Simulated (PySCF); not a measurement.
# Ge₂H₆: NMR shieldings, part 2 of 2

PySCF 2.14.0. Atoms count from 0.

### Step 5. NMR shieldings: B3LYP/pcJ-1 Ge:dyall-v2z (B3LYP), spin–orbit

The job: settings as JSON, then the geometry in Å.

```
{"job": {"kind": "hnmr", "xc": "B3LYP", "basis": {"default": "pcJ-1", "Ge": "dyall-v2z"}, "rel": "so"}, "charge": 0, "multiplicity": 1}
Ge    -1.172451     0.139011     0.000446
Ge     1.233063    -0.123678     0.058562
H     -1.794610    -0.819144    -1.031819
H     -1.534416     1.583979    -0.390408
H     -1.783430    -0.162566     1.381069
H      1.616013    -1.564175     0.443383
H      1.848483     0.839504     1.090414
H      1.833503     0.190515    -1.324340
```

Method: B3LYP/pcJ-1 Ge:dyall-v2z GIAO NMR shielding, X2C with spin-orbit coupling, screened-nuclear two-electron part, Gaussian nuclei, gas phase.

What it wrote:

```text
spin-free SCF
coarse grid: 29664 points
cycle   1  E = -4201.3701983536  dE = -2.685e-01  |g| = 5.245e-01  |ddm| = 2.013e+00
cycle   2  E = -4201.3558668786  dE =  1.433e-02  |g| = 8.061e-01  |ddm| = 3.190e-01
cycle   3  E = -4201.3870233592  dE = -3.116e-02  |g| = 3.350e-02  |ddm| = 1.811e-01
cycle   4  E = -4201.3871022348  dE = -7.888e-05  |g| = 3.983e-03  |ddm| = 1.426e-02
cycle   5  E = -4201.3871038774  dE = -1.643e-06  |g| = 9.689e-04  |ddm| = 3.300e-03
final grid: 58312 points
cycle   6  E = -4201.3872796982  dE = -5.302e-08  |g| = 1.250e-03  |ddm| = 2.330e-03
cycle   7  E = -4201.3872796025  dE =  9.571e-08  |g| = 1.992e-03  |ddm| = 2.215e-03
cycle   8  E = -4201.3872800134  dE = -4.109e-07  |g| = 1.999e-04  |ddm| = 9.047e-04
cycle   9  E = -4201.3872800264  dE = -1.307e-08  |g| = 1.672e-06  |ddm| = 2.287e-04
cycle  10  E = -4201.3872800264  dE =  4.547e-12  |g| = 2.897e-07  |ddm| = 1.455e-06
converged SCF energy = -4201.3872800264
two-component SCF
cycle   1  E = -4201.3126190780  dE = -4.201e+03  |FDS-SDF| = 2.128e+01
cycle   2  E = -4201.4733461683  dE = -1.607e-01  |FDS-SDF| = 8.129e-02
cycle   3  E = -4201.4734214688  dE = -7.530e-05  |FDS-SDF| = 2.721e-03
cycle   4  E = -4201.4734220477  dE = -5.789e-07  |FDS-SDF| = 2.264e-03
cycle   5  E = -4201.4734222647  dE = -2.170e-07  |FDS-SDF| = 4.414e-04
cycle   6  E = -4201.4734222800  dE = -1.534e-08  |FDS-SDF| = 4.103e-05
converged, E = -4201.4734222800

Field gradients (au) and densities at the nuclei (bohr^-3)
atom        Vxx        Vyy        Vzz        centre      nuclear mean
  0 Ge    -0.1087    -0.1104     0.2191      29256.284      29226.839
  1 Ge    -0.1084    -0.1101     0.2185      29256.285      29226.839
  2 H     -0.0670    -0.0678     0.1348          0.421          0.421
  3 H     -0.0669    -0.0677     0.1346          0.421          0.421
  4 H     -0.0670    -0.0679     0.1349          0.421          0.421
  5 H     -0.0671    -0.0679     0.1350          0.421          0.421
  6 H     -0.0670    -0.0678     0.1348          0.421          0.421
  7 H     -0.0669    -0.0677     0.1347          0.421          0.421
without picture change
  0 Ge                           0.2279                     45027.418
  1 Ge                           0.2272                     45027.419

Core orbital energies (eV)
atom   shell        mean    spread
  0 Ge 1s       -10995.534   0.000
  0 Ge 2s        -1386.901   0.000
  0 Ge 3s         -174.488   0.000
  0 Ge 4s          -16.032   0.000
  0 Ge 2p1/2     -1232.679   0.000
  0 Ge 2p3/2     -1200.956   0.007
  0 Ge 3p1/2      -123.350   0.000
  0 Ge 3p3/2      -119.015   0.014
  0 Ge 3d3/2       -32.305   0.005
  0 Ge 3d5/2       -31.722   0.050
  1 Ge 1s       -10995.534   0.000
  1 Ge 2s        -1386.900   0.000
  1 Ge 3s         -174.487   0.000
  1 Ge 4s          -16.031   0.000
  1 Ge 2p1/2     -1232.678   0.000
  1 Ge 2p3/2     -1200.955   0.007
  1 Ge 3p1/2      -123.349   0.000
  1 Ge 3p3/2      -119.014   0.014
  1 Ge 3d3/2       -32.304   0.005
  1 Ge 3d5/2       -31.722   0.050

Shielding tensors (ppm)
atom      isotropic    diamagn.    paramagn.     s11        s22        s33       span
  0 Ge     1833.09     2650.40     -817.30    1823.95    1825.71    1849.62      25.68
  1 Ge     1833.12     2650.38     -817.26    1823.69    1825.89    1849.78      26.09
  2 H        27.90       28.02       -0.12      22.10      22.76      38.83      16.73
  3 H        27.90       28.02       -0.12      22.09      22.79      38.81      16.72
  4 H        27.90       28.00       -0.10      22.11      22.75      38.83      16.73
  5 H        27.90       27.98       -0.08      22.11      22.74      38.84      16.73
  6 H        27.90       27.98       -0.08      22.10      22.78      38.82      16.72
  7 H        27.90       28.00       -0.11      22.10      22.78      38.81      16.72
```

Run time: 87 s. Hardware: 1 thread of AMD EPYC 7R43, shared host; peak memory 1.2 GiB.

Key values:

```tsv
quantity	value
energy from spin-orbit coupling	-0.0861 Eh
```

### Step 6. NMR shieldings: BHandHLYP/pcJ-1 Ge:dyall-v2z (BHandHLYP), spin–orbit

The job, as its differences from that of step 5:

```diff
@@ -1,2 +1,2 @@
-{"job": {"kind": "hnmr", "xc": "B3LYP", "basis": {"default": "pcJ-1", "Ge": "dyall-v2z"}, "rel": "so"}, "charge": 0, "multiplicity": 1}
+{"job": {"kind": "hnmr", "xc": "BHandHLYP", "basis": {"default": "pcJ-1", "Ge": "dyall-v2z"}, "rel": "so"}, "charge": 0, "multiplicity": 1}
 Ge    -1.172451     0.139011     0.000446
```

With the program's defaults for keys left out, this is: BHandHLYP/pcJ-1 Ge:dyall-v2z GIAO NMR shielding, X2C with spin-orbit coupling, screened-nuclear two-electron part, Gaussian nuclei, gas phase.

What it wrote:

```text
spin-free SCF
coarse grid: 29664 points
cycle   1  E = -4201.1725798395  dE = -3.117e-01  |g| = 3.671e-01  |ddm| = 1.987e+00
cycle   2  E = -4201.1753483694  dE = -2.769e-03  |g| = 4.500e-01  |ddm| = 2.569e-01
cycle   3  E = -4201.1852357425  dE = -9.887e-03  |g| = 1.628e-02  |ddm| = 1.054e-01
cycle   4  E = -4201.1853186728  dE = -8.293e-05  |g| = 8.511e-03  |ddm| = 3.040e-02
cycle   5  E = -4201.1853320677  dE = -1.339e-05  |g| = 1.163e-03  |ddm| = 7.880e-03
cycle   6  E = -4201.1853325216  dE = -4.539e-07  |g| = 1.967e-04  |ddm| = 1.590e-03
final grid: 58312 points
cycle   7  E = -4201.1854516690  dE = -2.509e-08  |g| = 1.676e-04  |ddm| = 2.663e-04
cycle   8  E = -4201.1854516698  dE = -7.858e-10  |g| = 1.662e-04  |ddm| = 9.216e-05
cycle   9  E = -4201.1854516709  dE = -1.151e-09  |g| = 1.212e-05  |ddm| = 2.786e-05
converged SCF energy = -4201.1854516709
two-component SCF
cycle   1  E = -4201.1109554385  dE = -4.201e+03  |FDS-SDF| = 2.125e+01
cycle   2  E = -4201.2708600684  dE = -1.599e-01  |FDS-SDF| = 1.965e-01
cycle   3  E = -4201.2712319986  dE = -3.719e-04  |FDS-SDF| = 1.066e-02
cycle   4  E = -4201.2712415819  dE = -9.583e-06  |FDS-SDF| = 1.723e-03
cycle   5  E = -4201.2712422303  dE = -6.484e-07  |FDS-SDF| = 1.421e-03
cycle   6  E = -4201.2712423615  dE = -1.312e-07  |FDS-SDF| = 1.593e-04
cycle   7  E = -4201.2712423793  dE = -1.781e-08  |FDS-SDF| = 2.303e-05
converged, E = -4201.2712423793

Field gradients (au) and densities at the nuclei (bohr^-3)
atom        Vxx        Vyy        Vzz        centre      nuclear mean
  0 Ge    -0.0906    -0.0928     0.1834      29238.051      29208.711
  1 Ge    -0.0902    -0.0924     0.1826      29238.051      29208.711
  2 H     -0.0675    -0.0684     0.1359          0.414          0.414
  3 H     -0.0674    -0.0683     0.1357          0.414          0.414
  4 H     -0.0675    -0.0684     0.1360          0.414          0.414
  5 H     -0.0676    -0.0685     0.1361          0.414          0.414
  6 H     -0.0675    -0.0683     0.1358          0.414          0.414
  7 H     -0.0674    -0.0683     0.1357          0.414          0.414
without picture change
  0 Ge                           0.1909                     44992.048
  1 Ge                           0.1901                     44992.048

Core orbital energies (eV)
atom   shell        mean    spread
  0 Ge 1s       -11065.726   0.000
  0 Ge 2s        -1412.309   0.000
  0 Ge 3s         -184.785   0.000
  0 Ge 4s          -18.049   0.000
  0 Ge 2p1/2     -1253.586   0.000
  0 Ge 2p3/2     -1221.555   0.007
  0 Ge 3p1/2      -131.614   0.000
  0 Ge 3p3/2      -127.171   0.010
  0 Ge 3d3/2       -36.843   0.002
  0 Ge 3d5/2       -36.229   0.054
  1 Ge 1s       -11065.726   0.000
  1 Ge 2s        -1412.308   0.000
  1 Ge 3s         -184.784   0.000
  1 Ge 4s          -18.049   0.000
  1 Ge 2p1/2     -1253.585   0.000
  1 Ge 2p3/2     -1221.554   0.007
  1 Ge 3p1/2      -131.613   0.000
  1 Ge 3p3/2      -127.170   0.010
  1 Ge 3d3/2       -36.842   0.002
  1 Ge 3d5/2       -36.228   0.054

Shielding tensors (ppm)
atom      isotropic    diamagn.    paramagn.     s11        s22        s33       span
  0 Ge     1898.19     2650.22     -752.03    1893.16    1894.89    1906.50      13.34
  1 Ge     1898.21     2650.20     -752.00    1892.91    1895.06    1906.66      13.75
  2 H        28.04       28.10       -0.06      22.23      22.80      39.10      16.87
  3 H        28.05       28.10       -0.06      22.22      22.84      39.08      16.86
  4 H        28.05       28.08       -0.04      22.24      22.80      39.10      16.87
  5 H        28.05       28.07       -0.02      22.24      22.79      39.11      16.87
  6 H        28.05       28.06       -0.02      22.23      22.82      39.09      16.86
  7 H        28.05       28.09       -0.04      22.23      22.83      39.08      16.86
```

It took 94 s on 1 thread of AMD EPYC 7R43, shared host; peak memory 1.2 GiB.

In short:

```tsv
quantity	value
energy from spin-orbit coupling	-0.0858 Eh
```

### Step 7. Shieldings side by side

```tsv
run	Ge0	Ge1	H3	H6	H2	H7	H4	time
step 3, PBE/pcJ-1 Ge:dyall-v2z (PBE), spin–orbit	1818.4	1818.5	27.6	27.6	27.6	27.6	27.6	32 s
step 4, KT2/pcJ-1 Ge:dyall-v2z (KT2), spin–orbit	1883.2	1883.2	27.8	27.8	27.8	27.8	27.8	31 s
step 5, B3LYP/pcJ-1 Ge:dyall-v2z (B3LYP), spin–orbit	1833.1	1833.1	27.9	27.9	27.9	27.9	27.9	87 s
step 6, BHandHLYP/pcJ-1 Ge:dyall-v2z (BHandHLYP), spin–orbit	1898.2	1898.2	28.0	28.0	28.0	28.0	28.0	94 s
```

### Step 8. Summary of results

The summary covers parts 1 to 2.

| quantity | value |
| --- | --- |
| point group | D3d |
| rotational constants (main isotopes) | 40.10, 2.09, 2.09 GHz |
| energy from spin-orbit coupling (step 3, PBE/pcJ-1 Ge:dyall-v2z (PBE), spin–orbit) | -0.0862 Eh |
| shieldings (step 3, PBE/pcJ-1 Ge:dyall-v2z (PBE), spin–orbit) | Ge0 1818.4, Ge1 1818.5 ppm |
| surface potential, 1st and 99th percentile | 0.08 V and 0.88 V |
| energy from spin-orbit coupling (step 4, KT2/pcJ-1 Ge:dyall-v2z (KT2), spin–orbit) | -0.0862 Eh |
| shieldings (step 4, KT2/pcJ-1 Ge:dyall-v2z (KT2), spin–orbit) | Ge0 1883.2, Ge1 1883.2 ppm |
| energy from spin-orbit coupling (step 5, B3LYP/pcJ-1 Ge:dyall-v2z (B3LYP), spin–orbit) | -0.0861 Eh |
| shieldings (step 5, B3LYP/pcJ-1 Ge:dyall-v2z (B3LYP), spin–orbit) | Ge0 1833.1, Ge1 1833.1 ppm |
| energy from spin-orbit coupling (step 6, BHandHLYP/pcJ-1 Ge:dyall-v2z (BHandHLYP), spin–orbit) | -0.0858 Eh |
| shieldings (step 6, BHandHLYP/pcJ-1 Ge:dyall-v2z (BHandHLYP), spin–orbit) | Ge0 1898.2, Ge1 1898.2 ppm |

Over 3 steps the energy fell by 0.173 eV; of the close pairs, Ge0–Ge1 changed most, 2.335 to 2.421 Å. No frequency check was run at this level, so the end point may be a saddle. Ge0 (with its equivalent atoms) moves most between the runs, by 80 ppm; the labels say what changes from run to run.
